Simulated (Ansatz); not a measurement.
**AsH₃NNa (SMILES N[AsH][Na]): functionals against CCSD(T) at one geometry**

The task here is to estimate one member of a computed series from the others.

The runs use Ansatz 0.2.0, Gaussian basis; single points in def2-TZVPP.

Cores are frozen in the correlated methods. Filled d shells of the heavier atoms are correlated. The outer core shell of Li, Na, Mg and K is correlated.

**Where the work starts**

6 atoms, charge 0, spin multiplicity 1.

Atoms are counted from 1 here; the program's logs count them from 0.

Bond lengths: N1–As2 1.911 Å, N1–H4 0.947 Å, N1–H5 1.038 Å, As2–Na3 2.722 Å, As2–H6 1.461 Å. Angles: As2–N1–H4 108.6°, As2–N1–H5 112.8°, H4–N1–H5 112.7°, N1–As2–Na3 85.5°, N1–As2–H6 90.2°, Na3–As2–H6 90.0°.

As a file:

| atom | x (Å) | y (Å) | z (Å) |
| --- | --- | --- | --- |
| N1 | -0.52630 | 0.24840 | -0.63270 |
| As2 | 0.10390 | 0.16930 | 1.16960 |
| Na3 | 1.01930 | -2.30890 | 0.51570 |
| H4 | -1.42620 | -0.04700 | -0.65210 |
| H5 | -0.40360 | 1.18530 | -1.06160 |
| H6 | 1.37770 | 0.75080 | 0.75410 |

The first run:

run/in.yaml

```yaml
crystal:
  periodic: [false, false, false]
  atoms:
    - {symbol: N, position_ang: [-0.526300, 0.248400, -0.632700]}
    - {symbol: As, position_ang: [0.103900, 0.169300, 1.169600]}
    - {symbol: Na, position_ang: [1.019300, -2.308900, 0.515700]}
    - {symbol: H, position_ang: [-1.426200, -0.047000, -0.652100]}
    - {symbol: H, position_ang: [-0.403600, 1.185300, -1.061600]}
    - {symbol: H, position_ang: [1.377700, 0.750800, 0.754100]}
basis:
  gaussian: {orbitals: def2-TZVPP}
correlation: {method: ccsd_t}
output: {forces: true}
```

The command line of these runs was not kept.

Steps of the session up to this table: CCSD(T)/def2-TZVPP; PBE0-D4/def2-TZVPP; wB97M-V/def2-TZVPP; r2SCAN-D4/def2-TZVPP; PBE-D4/def2-TZVPP; r2SCAN0-D4/def2-TZVPP; r2SCANh-D4/def2-TZVPP.

One table of the session follows, with a row left open; its other results are not shown here.

```
    method  RMS force component (eV/Å)  angle to CCSD(T) forces (°)  dipole (D)
   CCSD(T)                       1.353                    reference        6.25
   PBE0-D4                           ?                            ?           ?
   wB97M-V                       1.329                          2.6        6.29
 r2SCAN-D4                       1.344                          1.7        5.62
    PBE-D4                       1.430                          6.0        4.56
r2SCAN0-D4                       1.299                          5.2        6.24
r2SCANh-D4                       1.325                          2.6        5.89
```

**Question.** Estimate the row for PBE0-D4.

**Answer.** RMS force component (eV/Å): 1.349; angle to CCSD(T) forces (°): 3.9; dipole (D): 5.64. In the column «RMS force component (eV/Å)» it lies between r2SCAN-D4 (1.344) and CCSD(T) (1.353).
